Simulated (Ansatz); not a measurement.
# Alloy of Ge and Sn (12 of 64 Ge sites exchanged), 64 atoms

Aim: relax the alloy cell and compare the gap by PBEsol.

All numbers are computed with Ansatz 0.2.0 (PAW, plane waves).

### Step 1. The starting cell

64 atoms (52 Ge, 12 Sn); a = 11.679 Å, b = 11.679 Å, c = 11.679 Å, α = 90.00°, β = 90.00°, γ = 90.00°. All atoms were shaken off their sites by about 0.02 Å along each axis.

Steps to follow: (2) PBEsol cell relaxation at the single k point (¼, ¼, ¼), on 1 × NVIDIA GB200 with 8 threads of Arm Neoverse-V2.

### Step 2. Relaxing cell and atoms with PBEsol

in.yaml reads:

```yaml
crystal:
  lattice:
    - [11.679470, 0.000000, 0.000000]
    - [0.000000, 11.679470, 0.000000]
    - [0.000000, 0.000000, 11.679470]
  atoms:
    - { symbol: Ge, position: [0.001416, 0.997501, 0.998501] }
    - { symbol: Ge, position: [0.003536, 0.999251, 0.499110] }
    - { symbol: Ge, position: [0.999395, 0.500122, 0.998593] }
    - { symbol: Ge, position: [0.999043, 0.502075, 0.498202] }
    - { symbol: Ge, position: [0.499422, 0.998972, 0.997934] }
    - { symbol: Ge, position: [0.504755, 0.997264, 0.498508] }
    - { symbol: Ge, position: [0.499163, 0.502261, 0.498352] }
    - { symbol: Ge, position: [0.126304, 0.124260, 0.124565] }
    - { symbol: Ge, position: [0.123293, 0.123289, 0.622776] }
    - { symbol: Ge, position: [0.124657, 0.626232, 0.625003] }
    - { symbol: Ge, position: [0.628384, 0.124701, 0.121255] }
    - { symbol: Ge, position: [0.625610, 0.128635, 0.625884] }
    - { symbol: Ge, position: [0.625336, 0.627008, 0.125153] }
    - { symbol: Ge, position: [0.626042, 0.623467, 0.625752] }
    - { symbol: Ge, position: [0.246434, 0.251302, 0.000325] }
    - { symbol: Ge, position: [0.247715, 0.750134, 0.998145] }
    - { symbol: Ge, position: [0.248589, 0.749947, 0.500751] }
    - { symbol: Ge, position: [0.752108, 0.249165, 0.997170] }
    - { symbol: Ge, position: [0.749845, 0.251814, 0.497913] }
    - { symbol: Ge, position: [0.749851, 0.748380, 0.000406] }
    - { symbol: Ge, position: [0.748608, 0.747267, 0.501097] }
    - { symbol: Ge, position: [0.378123, 0.376445, 0.126771] }
    - { symbol: Ge, position: [0.375062, 0.373519, 0.624377] }
    - { symbol: Ge, position: [0.375369, 0.873579, 0.627449] }
    - { symbol: Ge, position: [0.871203, 0.373624, 0.125907] }
    - { symbol: Ge, position: [0.870825, 0.374575, 0.623654] }
    - { symbol: Ge, position: [0.876501, 0.876210, 0.128608] }
    - { symbol: Ge, position: [0.874754, 0.875886, 0.626276] }
    - { symbol: Ge, position: [0.250220, 0.997574, 0.252648] }
    - { symbol: Ge, position: [0.250571, 0.001546, 0.753567] }
    - { symbol: Ge, position: [0.749644, 0.999906, 0.749648] }
    - { symbol: Ge, position: [0.751368, 0.499791, 0.752166] }
    - { symbol: Ge, position: [0.375894, 0.125005, 0.376221] }
    - { symbol: Ge, position: [0.375768, 0.125365, 0.877763] }
    - { symbol: Ge, position: [0.379234, 0.626881, 0.373349] }
    - { symbol: Ge, position: [0.875953, 0.122775, 0.374396] }
    - { symbol: Ge, position: [0.877819, 0.626768, 0.373229] }
    - { symbol: Ge, position: [0.871200, 0.625305, 0.875415] }
    - { symbol: Ge, position: [0.999596, 0.249446, 0.253822] }
    - { symbol: Ge, position: [0.999950, 0.249119, 0.750069] }
    - { symbol: Ge, position: [0.996632, 0.751923, 0.248439] }
    - { symbol: Ge, position: [0.995429, 0.750939, 0.749646] }
    - { symbol: Ge, position: [0.500695, 0.255645, 0.750733] }
    - { symbol: Ge, position: [0.498860, 0.749122, 0.251917] }
    - { symbol: Ge, position: [0.499576, 0.750740, 0.748833] }
    - { symbol: Ge, position: [0.122042, 0.376382, 0.372316] }
    - { symbol: Ge, position: [0.124372, 0.376728, 0.877219] }
    - { symbol: Ge, position: [0.127527, 0.877168, 0.376281] }
    - { symbol: Ge, position: [0.121329, 0.873794, 0.876902] }
    - { symbol: Ge, position: [0.626514, 0.376164, 0.375339] }
    - { symbol: Ge, position: [0.626466, 0.373138, 0.873594] }
    - { symbol: Ge, position: [0.624308, 0.872889, 0.876105] }
    - { symbol: Sn, position: [0.502337, 0.498664, 0.001807] }
    - { symbol: Sn, position: [0.124610, 0.623458, 0.126365] }
    - { symbol: Sn, position: [0.249745, 0.248373, 0.497310] }
    - { symbol: Sn, position: [0.375553, 0.876717, 0.126804] }
    - { symbol: Sn, position: [0.250999, 0.498353, 0.252344] }
    - { symbol: Sn, position: [0.248814, 0.499506, 0.749276] }
    - { symbol: Sn, position: [0.752897, 0.997764, 0.249157] }
    - { symbol: Sn, position: [0.750755, 0.501238, 0.249801] }
    - { symbol: Sn, position: [0.376968, 0.623243, 0.877333] }
    - { symbol: Sn, position: [0.876093, 0.123960, 0.872884] }
    - { symbol: Sn, position: [0.500284, 0.248829, 0.247495] }
    - { symbol: Sn, position: [0.626265, 0.876517, 0.375695] }
  symmetry: { detect: false }
kpoints:
  mp_grid: { grid: [1, 1, 1], shift: [0.25, 0.25, 0.25] }
hamiltonian:
  xc: pbesol
scf:
  occupations: { method: fermi_dirac, width: 0.01 }
relax:
  f_tol: 0.03
  max_steps: 80
  escape_saddle: false
  adjacent_minimum: "off"
  cell: { fix: [shape] }
output:
  forces: true
  eigenvalues: true
  populations: true
```

Started as:

```bash
$ ansatz run in.yaml --threads 8 --pin off --max-ram 118750MiB --runs-dir r --events-out ev --progress --plain --backend cuda --devices 0, --max-vram 170GiB
```

What does the calculation give? Wanted: for each run, top filled to lowest empty.

As calculated:

| level | time | top filled to lowest empty (eV) |
| --- | --- | --- |
| PBEsol, relaxation | 6.6 s (GPU) | 0.17 |

| quantity | value |
| --- | --- |
| relaxation | 6 recorded steps, 3.29 eV gained |
| largest shift | 0.20 Å (Ge22) |
| relaxed cell | a = 11.682 Å, b = 11.682 Å, c = 11.682 Å, α = 90.00°, β = 90.00°, γ = 90.00° |
| mean bonds | Ge–Ge 2.484, Ge–Sn 2.610, Sn–Sn 2.739 Å |

The relaxation lowers the energy by 3.29 eV; the largest shift is 0.20 Å (Ge22), while the volume changes by +0.1 %. The mean lengths of the listed bonds run from Ge–Ge 2.48 Å to Sn–Sn 2.74 Å. A spacing under 0.2 eV need not be a band gap: disorder can split levels that lie at the Fermi energy. No spin–orbit coupling is included; with elements this heavy it would shift the edges. With one k point the spacing samples only the states that fold onto it, so it can exceed the gap over the zone.
